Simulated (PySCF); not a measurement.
# The bond of KB, level by level

The task here is to estimate one member of a computed series from the others.

Method: K def2-TZVPP, B def2-TZVPP, no relativity; program: PySCF 2.14.0.

The first run:

A driver script around PySCF takes these settings:

```yaml
atoms: K, B
charge: 0
basis: K def2-TZVPP, B def2-TZVPP
Hamiltonian: no relativity
basis_functions: 64
electrons_treated: 24
masses_in_u: 38.9637, 11.0093
levels: PBE0, PBE, r²SCAN, LDA, B97-3, r²SCAN0, BP86, ωB97X-V, HF, MP2, SCS-MP2, CCSD, CCSD(T)
grid: 80 radial by 434 angular points
occupations: held fixed by the projection of orbital angular momentum
dissociation_limit: K + B, each in its ground configuration
starting_distance_in_angstrom: 2.760
values_of_2S_to_try: 0, 2
```

Run with:

```
> OMP_NUM_THREADS=1 python dia.py task.json out
```

Among the steps run: Set-up; The PBE0 curve of the state that the search chose; Other states along the same grid; PBE; r²SCAN (meta-GGA); LDA (local density); B97-3 (global hybrid GGA); r²SCAN0; BP86 (GGA); ωB97X-V (range-separated hybrid); UHF (mean field); Correlated methods on the Hartree–Fock reference.

One of the session's tables, all rows but one given; the rest of the session is left out.

```
      level  Re (Å)  ωe (cm⁻¹)  De (eV)
        UHF       ?          ?        ?
    UHF-MP2   2.857      286.7     0.69
UHF-SCS-MP2   2.862      288.0     0.57
   UHF-CCSD   2.876      277.0     0.63
UHF-CCSD(T)   2.875      275.3     0.69
        LDA   2.817      272.1     1.26
        PBE   2.885      253.7     1.07
       BP86   2.895      249.4     1.01
     r²SCAN   2.884      267.0     1.11
       PBE0   2.866      267.5     0.96
    r²SCAN0   2.866      276.7     0.99
      B97-3   2.876      267.4     0.90
    ωB97X-V   2.846      290.3     0.84
```

Estimate the missing values for UHF.

The run gave: Re (Å): 2.916; ωe (cm⁻¹): 280.4; De (eV): 0.311. In the column «Re (Å)» it is the highest.
